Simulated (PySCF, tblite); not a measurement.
**AlBH₄O₂, a small molecule taken as a stand-in for a surface group (aluminium hydroxide): NMR shifts, core binding energies and electronic excitations**

What NMR shifts, core binding energies and electronic excitations should one expect for `[BH2][Al]([OH])[OH]`?

Computed with tblite 0.8.0 and PySCF 2.14.0; each step states its level. No surroundings beyond the atoms listed, unless a continuum is named. Atoms count from 0, parts from 1.

### Step 1. The system as given

8 atoms, charge 0, multiplicity 1; geometry: distance geometry start.

### Step 2. Relaxing the cluster with GFN2-xTB

Job settings and geometry (Å):

```
{"job": {"kind": "relax", "xc": "GFN2-xTB", "basis": "xTB"}, "charge": 0, "multiplicity": 1}
O     -1.185023    -0.840601     2.406210
Al    -1.088822     0.692231     1.321959
O      0.395930     0.819453     0.181756
B     -2.864875     1.423613     0.585042
H     -0.455469    -1.251312     2.835568
H      0.360555     0.656141    -0.757369
H     -2.847153     2.532673     0.189015
H     -3.496412     0.680436    -0.006215
```

With the program's defaults for keys left out, this is: GFN2-xTB geometry optimisation, gas phase.

Launch:

```bash
$ OMP_NUM_THREADS=1 python cluster_run.py task.json out
```

One launch serves the whole session: the jobs run in the order shown.

**Question.** The jobs that follow are: PBE0-D3(BJ)/def2-SVP geometry optimisation, gas phase; GIAO PBE0/pcSseg-2 NMR shielding, non-relativistic, gas phase; delta-SCF UKS SCAN, pcX-2 on the ionised atom, pcseg-1 elsewhere, spin-free X2C; TDDFT CAM-B3LYP/def2-SVPD, vertical, gas phase, core orbitals frozen in the response. Predict: point group; rotational constants (main isotopes); $^{1}$H shifts against TMS (PBE0/pcSseg-2, means over atoms taken as alike); $^{17}$O shifts against H2O (PBE0/pcSseg-2, means over atoms taken as alike); $^{27}$Al shifts against AlH4- (PBE0/pcSseg-2); $^{11}$B shifts against BF3·OEt2 (PBE0/pcSseg-2); O1s binding energies, SCAN/pcX-2; Al2p binding energies, SCAN/pcX-2; lowest singlet (CAM-B3LYP/def2-SVPD); brightest single state of those computed; lowest triplet; vertical ionisation energy (ΔSCF); vertical electron affinity (ΔSCF).

**Answer**, as computed:

```
                                                                    quantity                        value
                                                                 point group                          C2v
                                        rotational constants (main isotopes)         6.34, 5.40, 2.99 GHz
 $^{1}$H shifts against TMS (PBE0/pcSseg-2, means over atoms taken as alike)              11.27, 1.35 ppm
$^{17}$O shifts against H2O (PBE0/pcSseg-2, means over atoms taken as alike)                     41.5 ppm
                              $^{27}$Al shifts against AlH4- (PBE0/pcSseg-2)                     41.6 ppm
                            $^{11}$B shifts against BF3·OEt2 (PBE0/pcSseg-2)                    130.7 ppm
                                            O1s binding energies, SCAN/pcX-2                 O0 537.88 eV
                                           Al2p binding energies, SCAN/pcX-2                 Al1 80.49 eV
                                        lowest singlet (CAM-B3LYP/def2-SVPD)  3.96 eV (313 nm), f = 0.008
                                    brightest single state of those computed  state 6, 7.09 eV, f = 0.178
                                                              lowest triplet                      2.99 eV
                                           vertical ionisation energy (ΔSCF)                     10.62 eV
                                           vertical electron affinity (ΔSCF)                      0.35 eV
```

Over 14 steps the energy fell by 0.309 eV; of the close pairs, Al1–B3 changed most, 2.019 to 2.107 Å (PBE0/def2-SVP). At PBE0/pcSseg-2: The widest tensor belongs to B3: span 336 ppm, with a paramagnetic part of -224 ppm. The lowest singlet, at 3.96 eV, is HOMO→LUMO 0.98 and is weak; of the 6 states computed, the strongest absorption comes from state 6 at 7.09 eV (the last computed, so partners may be missing). The lowest triplet lies 0.96 eV below the lowest singlet (triplets in Tamm-Dancoff, singlets in full TDDFT). ΔSCF puts the ionisation energy at 10.62 eV, 1.15 eV above −ε(HOMO).
